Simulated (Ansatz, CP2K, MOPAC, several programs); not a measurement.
Energy against volume for a 5-atom cell of LiMgBN₂ (I-4m2) from a materials database, at fixed shape and fractional coordinates, computed by several methods (PBE and r2SCAN, where shown, with plane waves in Ansatz); the cell shown is that of r2SCAN. With free coordinates or axes held, a curve is too stiff, and on another method's shape its minimum isn't the method's own volume. Space group I-4m2 (No. 119), tetragonal; a = 3.770 Å, c = 8.857 Å in the conventional setting, 12.59 Å³ an atom. Li has 4 N at 2.08 Å; Mg has 4 N at 2.08 Å; B has 2 N at 1.34 Å; N has 1 B at 1.34 Å and 2 Mg at 2.08 Å and 2 Li at 2.08 Å. No spin polarisation and no zero-point or thermal motion. Energies count from each curve's lowest point; fits are third-order Birch-Murnaghan.

```cif
data_structure
_symmetry_space_group_name_H-M 'I-4m2'
_symmetry_Int_Tables_number 119
_cell_length_a 3.7702
_cell_length_b 3.7702
_cell_length_c 8.8570
_cell_angle_alpha 90.000
_cell_angle_beta 90.000
_cell_angle_gamma 90.000
_cell_volume 125.90
loop_
_atom_site_label
_atom_site_type_symbol
_atom_site_symmetry_multiplicity
_atom_site_Wyckoff_symbol
_atom_site_fract_x
_atom_site_fract_y
_atom_site_fract_z
_atom_site_occupancy
Li1 Li 2 d 0.50000 0.00000 0.25000 1
Mg1 Mg 2 c 0.00000 0.50000 0.25000 1
B1 B 2 b 0.50000 0.50000 0.00000 1
N1 N 4 e 0.50000 0.50000 0.15089 1
```

light PBE (260 eV, its own mesh), on the shape of the cell shown:

| V (Å³/atom) | E (meV/atom) |
| --- | --- |
| 11.583 | 61.89 |
| 12.086 | 21.55 |
| 12.590 | 9.50 |
| 13.093 | 0.00 |
| 13.597 | 8.11 |
| 14.101 | 25.34 |

The points scatter about a smooth fit, as a low cutoff and a light mesh can make them, so no fit is quoted.

PBE/SZV (CP2K), on the shape of the cell shown:

| V (Å³/atom) | E (meV/atom) |
| --- | --- |
| 11.079 | 156.59 |
| 11.834 | 58.08 |
| 12.590 | 17.17 |
| 13.345 | 0.00 |
| 14.101 | 9.00 |

The points scatter about a smooth fit, so no fit is quoted.

PM7 (MOPAC), on the shape of the cell shown, as a cluster of 90 atoms at the zone centre:
```
V (Å³/atom)  E (meV/atom)
     11.079        472.64
     11.834        262.28
     12.590        126.48
     13.345         42.74
     14.101          0.00
```
The lowest point is an end point, so the minimum isn't bracketed.

Problem. PBE, on the shape of its own relaxed cell, gives
```csv
V (Å³/atom),E (meV/atom)
12.122,16.92
12.509,4.02
12.896,0.00
13.283,3.66
13.670,14.03
```
What equilibrium volume and bulk modulus follow?

Solution. V₀ = 12.90 Å³ an atom and B₀ = 106 GPa.

r2SCAN, on the shape of its own relaxed cell:

| V (Å³/atom) | E (meV/atom) |
| --- | --- |
| 11.834 | 17.74 |
| 12.212 | 4.24 |
| 12.590 | 0.00 |
| 12.967 | 3.80 |
| 13.345 | 14.60 |

V₀ = 12.59 Å³ an atom and B₀ = 113 GPa.
